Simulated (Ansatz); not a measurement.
# Be (Beryllium): the cost of one run

Program: Ansatz 0.2.0. Level of theory: DFT PBEsol, frozen-core PAW and all-electron LAPW, scalar-relativistic unless said. These are calculated values, not measurements.

### Step 1. Starting point

The structure is hexagonal, space group P6_3/mmc (No. 194). The conventional cell has a = 2.285 Å, b = 2.285 Å, c = 3.584 Å, α = 90.00°, β = 90.00°, γ = 120.00°. Around Be (site symmetry -6m2) lie 12 Be at 2.23 to 2.29 Å.

As a file:

```xyz
2
Lattice="2.2853 0.0000 0.0000 -1.1427 1.9791 0.0000 0.0000 0.0000 3.5842" Properties=species:S:1:pos:R:3 pbc="T T T"
Be    0.0000    1.3194    0.8961
Be    1.1427    0.6597    2.6882
```

Cartesian axes are those of the input's lattice vectors. The structure goes back to a database entry.

### Step 2. Cell and atoms relaxed, PAW

input.yaml reads:

```yaml
crystal:
  lattice:
    - [2.28530000001, 0.0, 0.0]
    - [-1.14265000001, 1.97912785528, 0.0]
    - [0.0, 0.0, 3.5842]
  atoms:
    - { symbol: Be, position: [0.333333333333, 0.666666666667, 0.25] }
    - { symbol: Be, position: [0.666666666667, 0.333333333333, 0.75] }
kpoints:
  mp_grid: { grid: [18, 18, 10] }
scf:
  occupations: { method: fermi_dirac, width: 0.08 }
hamiltonian:
  xc: pbesol
  pseudopotentials: { kind: paw }
relax:
  f_tol: 0.002
  max_steps: 80
  cell: {}
output:
  forces: true
  stress: true
  write_density: true
  write_potential: true
  elf: true
  volumetric_format: npy
```

Command:

```bash
> ansatz run input.yaml --threads 1 --pin off --max-ram 3072MiB --backend cpu --events-out ev --progress --plain --runs-dir out
```

What time and memory should one allow on 1 thread of Arm Neoverse V1, shared host?

About 8.7 s, with a peak of 0.3 GiB.
